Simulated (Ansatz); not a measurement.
**B2NH2OF (SMILES OB1NB1F) at MP2/def2-SVP**

Aim: the energy change on altering one bond length of B2NH2OF at MP2/def2-SVP, from 2 runs. 

The calculation is run with Ansatz 0.2.0.

127 further runs of the same task are left out: 127 set aside as unsound or not needed.

**1. The system as given**

B2NH2OF: 7 atoms, total charge 0, spin state singlet. As SMILES, `OB1NB1F`. The shape is that of a PBE0-D4/def2-TZVP optimisation. This is one conformer, not always the lowest.

Bond lengths: O1–B2 1.347 Å, B2–N3 1.423 Å, B2–B4 1.598 Å, N3–B4 1.403 Å, B4–F5 1.317 Å, O1–H6 0.959 Å, N3–H7 1.012 Å. Angles: O1–B2–N3 134.0°, O1–B2–B4 171.0°, N3–B2–B4 55.0°, B2–N3–B4 68.8°, B2–B4–N3 56.2°, B2–B4–F5 168.4°, N3–B4–F5 135.4°, B2–O1–H6 112.9°, B2–N3–H7 144.6°, B4–N3–H7 146.6°.

**2. The energy at MP2/def2-SVP**

Contents of run.yaml:

```yaml
crystal:
  periodic: [false, false, false]
  atoms:
    - {symbol: O, position_ang: [-1.276700, 0.176400, 1.308100]}
    - {symbol: B, position_ang: [-0.379000, 0.150200, 0.304200]}
    - {symbol: "N", position_ang: [0.632200, -0.768200, -0.094800]}
    - {symbol: B, position_ang: [0.587000, 0.339700, -0.954100]}
    - {symbol: F, position_ang: [1.250000, 0.724100, -2.025300]}
    - {symbol: H, position_ang: [-1.829400, 0.960200, 1.293400]}
    - {symbol: H, position_ang: [1.077200, -1.650400, 0.122900]}
basis:
  gaussian:
    orbitals: def2-SVP
correlation:
  method: mp2
  frozen_orbitals: {B: 1, F: 1, H: 0, "N": 1, O: 1}
accuracy: high
```

Started as:

```console
$ ansatz run run.yaml --threads 1 --pin off --max-ram 3480MiB --events-out events.jsonl --progress --plain --runs-dir runs
```

The program printed:

```text
Warning: RAYON_NUM_THREADS=1 ignored (pool sized by the plan → 1); use --threads N
Functional definition: HF
  name "HF"
  exchange = exact_x
  correlation = 0
1780 factors; integrals over basis functions are off by at most 3.2e-9 eV
mean field evaluation 1: about -7593.3018 eV, gradient 4.1e1 eV
mean field evaluation 2: about -7593.4212 eV, gradient 4.1e1 eV
mean field evaluation 4: about -7597.0508 eV, gradient 3.4e0 eV
mean field evaluation 8: about -7597.1083 eV, gradient 2.1e-1 eV
mean field evaluation 16: about -7597.1085 eV, gradient 1.6e-8 eV
mean field -7597.10854075 eV, -279.1885893675 hartree, gradient 1.6e-8 eV, S^2 0.000000; 0 other end points of the search recorded, 0 dependent functions left out
5 core orbitals not correlated: weight in the atoms' cores, before any rotation towards them, 1.000 or more for the frozen orbitals, at most 0.000 for the correlated occupied ones
reference -7597.10854075 eV, -279.1885893675 hartree; 13, 13 occupied and 62, 62 virtual orbitals, 1780 factors
second order -18.70561524 eV of doubles, -0.00000000 eV of singles
Total energy: -7615.81415599 eV, -279.8760080484 hartree
```

Wall time 1.9 s (1 thread of Arm Neoverse V2, shared host); peak memory 0.19 GiB.

**3. The distorted shape**

Contents of run.yaml:

```yaml
crystal:
  periodic: [false, false, false]
  atoms:
    - {symbol: O, position_ang: [-0.613464, -0.764154, 1.325740]}
    - {symbol: B, position_ang: [0.284236, -0.790354, 0.321840]}
    - {symbol: N, position_ang: [1.295436, -1.708754, -0.077160]}
    - {symbol: B, position_ang: [1.250236, -0.600854, -0.936460]}
    - {symbol: F, position_ang: [1.913236, -0.216454, -2.007660]}
    - {symbol: H, position_ang: [-1.829400, 0.960200, 1.293400]}
    - {symbol: H, position_ang: [1.740436, -2.590954, 0.140540]}
basis:
  gaussian:
    orbitals: def2-SVP
accuracy: high
correlation:
  method: mp2
  frozen_orbitals: {B: 1, F: 1, H: 0, "N": 1, O: 1}
```

Started as:

```console
$ ansatz run run.yaml --threads 1 --pin off --max-ram 3480MiB --events-out events.jsonl --progress --plain --runs-dir runs
```

The program printed, shortened:

```text
Warning: RAYON_NUM_THREADS=1 ignored (pool sized by the plan → 1); use --threads N
[... 2 set-up lines as earlier in the session ...]
[...]
1773 factors; integrals over basis functions are off by at most 3.4e-9 eV
[...]
mean field -7590.42133874 eV, -278.9428392262 hartree, gradient 2.2e-8 eV, S^2 0.000000; 2 other end points of the search recorded, 0 dependent functions left out; unrestricted orbitals would lower it
[...]
unrestricted determinant -7593.41365044 eV, -279.0528046529 hartree, S^2 0.9612
5 core orbitals not correlated: weight in the atoms' cores, before any rotation towards them, 1.000 or more for the frozen orbitals, at most 0.000 for the correlated occupied ones
reference -7590.42133874 eV, -278.9428392262 hartree; 13, 13 occupied and 62, 62 virtual orbitals, 1773 factors
second order -20.23179455 eV of doubles, -0.00000000 eV of singles
Total energy: -7610.65313329 eV, -279.6863439625 hartree
```

It took 3.9 s on 1 thread of Arm Neoverse V2, shared host; peak memory 0.23 GiB.

**4. Results**

At MP2/def2-SVP, 5 core orbitals frozen:

| quantity | value |
| --- | --- |
| first shape: total energy | -279.87601 Eh |
| first shape: correlation energy (5 core orbitals frozen) | -687.4 mEh |
| distorted shape: total energy | -279.68634 Eh |
| distorted shape: correlation energy (5 core orbitals frozen) | -743.5 mEh |
| energy change with the O1–H6 bond stretched from 0.959 to 2.110 Å | 5.161 eV |

**Reading.** With the O1–H6 bond stretched from 0.959 to 2.110 Å the energy rises by 5.16 eV (498 kJ/mol). The first shape isn't relaxed at this level, so the change isn't measured from a minimum. The restricted solution (distorted shape) is unstable to spin breaking: an unrestricted one lies lower.
